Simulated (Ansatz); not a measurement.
# Na3TiPb: the cost of one run

Program: Ansatz 0.2.0. Level of theory: DFT PBE, scalar-relativistic, plane waves, PAW. These are calculated values, not measurements.

**1. The system as given**

It takes space group P6_3/mmc (No. 194, hexagonal). The conventional cell has a = 6.660 Å, b = 6.660 Å, c = 5.690 Å, α = 90.00°, β = 90.00°, γ = 120.00°. Na (site symmetry mm2) has 2 Pb at 2.20 Å in its first shell of neighbours. Around Ti (site symmetry -6m2) lie 12 Na at 3.34 to 3.57 Å. Pb (site symmetry -3m) has 6 Na at 2.20 Å in its first shell of neighbours.

As a file:

```
CELL_PARAMETERS angstrom
6.65970 0.00000 0.00000
-3.32985 5.76747 0.00000
0.00000 0.00000 5.68973
ATOMIC_POSITIONS crystal
Na 0.14600 0.29200 0.25000
Na 0.85400 0.14600 0.75000
Na 0.85400 0.70800 0.75000
Na 0.14600 0.85400 0.25000
Na 0.70800 0.85400 0.25000
Na 0.29200 0.14600 0.75000
Ti 0.33333 0.66667 0.75000
Ti 0.66667 0.33333 0.25000
Pb 0.00000 0.00000 0.50000
Pb 0.00000 0.00000 0.00000
```

(A quick probe on a coarse mesh, which set the mesh and smearing, is not shown.)

**3. A loose first relaxation**

Input file input.yaml:

```yaml
crystal:
  lattice:
    - [6.6597008902, 0.0, 0.0]
    - [-3.3298504451, 5.7674701525, 0.0]
    - [0.0, 0.0, 5.689726693]
  atoms:
    - { symbol: Na, position: [0.146, 0.2919999999, 0.25] }
    - { symbol: Na, position: [0.854, 0.146, 0.75] }
    - { symbol: Na, position: [0.854, 0.7080000001, 0.75] }
    - { symbol: Na, position: [0.146, 0.854, 0.25] }
    - { symbol: Na, position: [0.7080000001, 0.854, 0.25] }
    - { symbol: Na, position: [0.2919999999, 0.146, 0.75] }
    - { symbol: Ti, position: [0.3333333333, 0.6666666667, 0.75] }
    - { symbol: Ti, position: [0.6666666667, 0.3333333333, 0.25] }
    - { symbol: Pb, position: [0.0, 0.0, 0.5] }
    - { symbol: Pb, position: [0.0, 0.0, 0.0] }
basis:
  ecutwfc: 420
kpoints:
  mp_grid: { grid: [3, 3, 4] }
hamiltonian:
  xc: pbe
scf:
  occupations: { method: gaussian, width: 0.1 }
  lower_state_search: "off"
output:
  forces: true
  stress: true
  eigenvalues: true
relax:
  adjacent_minimum: "off"
  f_tol: 0.04
  max_steps: 70
  cell: { stress_tol: 0.4 }
```

Command:

```console
> ansatz run input.yaml --threads 1 --pin off --max-ram 2560MiB --backend cpu --events-out ev --progress --plain --runs-dir out
```

**Question.** How long does this run take on 1 thread of Arm Neoverse V2, shared host, and how much memory does it need?

About 1.8 min, with a peak of 0.6 GiB.
